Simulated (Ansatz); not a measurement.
Set up this calculation in Ansatz 0.2.0, as the native input.

* Task: band structure
* Functional: PBE
* Potentials or basis: Ansatz PAW
* Cutoff: 420 eV (not typed: the program's choice for these potentials)
* k mesh: 10 × 10 × 5
* Occupations: fermi-dirac, width 0.05 eV
* Spin: no spin polarisation
* Path: [["G", "M", "K", "G", "A", "L", "H", "A"], ["L", "M"], ["K", "H"]]
* Points for each segment of the path: 14

Crystal: AlIn.

```
CELL_PARAMETERS angstrom
3.05413 0.00000 0.00000
-1.52707 2.64496 0.00000
0.00000 0.00000 5.82802
ATOMIC_POSITIONS crystal
Al 0.00000 0.00000 0.00000
In 0.00000 0.00000 0.50000
```

The cell was built by a generator and needn't be a form met in nature.

These files were run (other wordings do the same):

input.yaml

```yaml
crystal:
  lattice:
    - [3.05413, 0.0, 0.0]
    - [-1.52707, 2.64496, 0.0]
    - [0.0, 0.0, 5.82802]
  atoms:
    - { symbol: Al, position: [0.0, 0.0, 0.0] }
    - { symbol: In, position: [0.0, 0.0, 0.5] }
hamiltonian:
  xc: pbe
  pseudopotentials: { kind: paw }
kpoints:
  mp_grid: { grid: [10, 10, 5] }
  band_path:
    path:
      - [[0.0, 0.0, 0.0], [0.5, 0.0, 0.0], [0.3333333333, 0.3333333333, 0.0], [0.0, 0.0, 0.0], [0.0, 0.0, 0.5], [0.5, 0.0, 0.5], [0.3333333333, 0.3333333333, 0.5], [0.0, 0.0, 0.5]]
      - [[0.5, 0.0, 0.5], [0.5, 0.0, 0.0]]
      - [[0.3333333333, 0.3333333333, 0.0], [0.3333333333, 0.3333333333, 0.5]]
    npoints: 14
scf:
  occupations: { method: fermi_dirac, width: 0.05 }
  n_extra_bands: 6
output:
  forces: true
  stress: true
  eigenvalues: true
  fatbands: true
```

Potentials or basis: Ansatz PAW.

Command:

```console
$ ansatz run input.yaml --threads 2 --pin off --max-ram 5632MiB --backend cpu --events-out ev --progress --plain --runs-dir out
```

It gave:

```yaml
Pressure: -0.1 GPa
Band_gap_on_the_k_mesh: none (metal or under the smearing width)
```

Caveat: spin-orbit coupling is left out, which moves the levels of the heavy elements.

It took 2.9 s on 2 threads of AMD EPYC 7R43 64-Core Processor (Zen 3), with other jobs on the host, peak memory 0.35 GiB.
